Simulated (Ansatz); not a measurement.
# Cl2F3HSi2: up Jacob's ladder to CCSD(T)

The task here is to estimate one member of a computed series from the others.

Program: Ansatz 0.2.0, Gaussian basis. Level of theory: functionals in def2-TZVPP, the program's frozen cores in correlated methods. These are calculated values, not measurements.

Levels to be run: LDA (SPW92), PBE-D4, revPBE-D4, BLYP-D4, r2SCAN-D4, B97M-V, PBE0-D4, B3LYP-D4, r2SCANh-D4, r2SCAN0-D4, HSE06-D4, BHLYP-D4, CAM-B3LYP-D4, LC-ωPBE, ωB97X-V, ωB97M-V, B2PLYP, PBE-QIDH; CCSD(T)/def2-SVP; CCSD(T)/def2-TZVPP; MP2/def2-QZVPP; extrapolation to the limit; RPA on PBE.

## The geometry

The geometry comes from an earlier relaxation with PBE0-D4 in a triple-zeta def2 set; it is a stationary point, not always the lowest conformer.

SMILES `F[Si](F)(F)[SiH](Cl)Cl`, 8 atoms, charge 0, spin multiplicity 1.

Atoms are counted from 1 here; the program's logs count them from 0.

Bond lengths: F1–Si2 1.578 Å, Si2–F3 1.576 Å, Si2–F4 1.578 Å, Si2–Si5 2.334 Å, Si5–Cl6 2.040 Å, Si5–Cl7 2.040 Å, Si5–H8 1.478 Å. Angles: F1–Si2–F3 107.9°, F1–Si2–F4 107.5°, F1–Si2–Si5 111.2°, F3–Si2–F4 107.9°, F3–Si2–Si5 111.1°, F4–Si2–Si5 111.2°, Si2–Si5–Cl6 107.8°, Si2–Si5–Cl7 107.8°, Si2–Si5–H8 113.3°, Cl6–Si5–Cl7 110.6°, Cl6–Si5–H8 108.7°, Cl7–Si5–H8 108.7°.

Set-up of the first run:

File in.yaml:

```yaml
crystal:
  periodic: [false, false, false]
  atoms:
    - {symbol: F, position_ang: [0.671874, -1.093906, 1.925900]}
    - {symbol: Si, position_ang: [0.859506, -0.726712, 0.402624]}
    - {symbol: F, position_ang: [2.234477, 0.029156, 0.253046]}
    - {symbol: F, position_ang: [0.960268, -2.079427, -0.403838]}
    - {symbol: Si, position_ang: [-0.908657, 0.586037, -0.371590]}
    - {symbol: Cl, position_ang: [-0.937225, 2.304468, 0.728180]}
    - {symbol: Cl, position_ang: [-0.563625, 0.998463, -2.339882]}
    - {symbol: H, position_ang: [-2.224417, -0.075180, -0.250341]}
basis:
  gaussian: {orbitals: def2-TZVPP}
hamiltonian: {xc: lda}
output: {orbitals: {seedname: orbitals}}
```

Launch:

```sh
ansatz run in.yaml --threads 2 --pin off --events-out ev --progress --plain --max-ram 32768MiB --backend cuda --devices 0, --max-vram 18GiB
```

Among the steps run: LDA; PBE-D4 (GGA); revPBE-D4 (GGA); BLYP-D4 (GGA); r2SCAN-D4 (meta-GGA); B97M-V (meta-GGA); B3LYP-D4 (hybrid); r2SCANh-D4 (hybrid); r2SCAN0-D4 (hybrid); HSE06-D4 (hybrid); BHLYP-D4 (hybrid); CAM-B3LYP-D4 (range-separated); LC-ωPBE (range-separated); ωB97X-V (range-separated); ωB97M-V (range-separated); B2PLYP (double hybrid); PBE-QIDH (double hybrid).

One table of the session follows, with a row left open; its other results are not shown here.

It belongs to the step «Frontier levels by functional». 

```
  functional  HOMO (eV)  gap (eV)
 LDA (SPW92)      -7.78      5.57
      PBE-D4      -7.65      5.73
   revPBE-D4      -7.59      5.80
     BLYP-D4      -7.53      5.80
   r2SCAN-D4      -7.98      6.31
      B97M-V      -8.05      6.28
     PBE0-D4      -8.98      7.91
    B3LYP-D4      -8.77      7.53
  r2SCANh-D4      -8.46      7.09
  r2SCAN0-D4      -9.19      8.26
    HSE06-D4      -8.58      7.13
    BHLYP-D4     -10.23     10.13
CAM-B3LYP-D4     -10.33     10.37
     LC-ωPBE     -11.64     12.81
     ωB97X-V     -11.30     12.37
     ωB97M-V          ?         ?
```

**Question.** Estimate the row for ωB97M-V.

As computed: HOMO (eV): -11.07; gap (eV): 11.88. In the column «HOMO (eV)» it lies between ωB97X-V (-11.30) and CAM-B3LYP-D4 (-10.33).
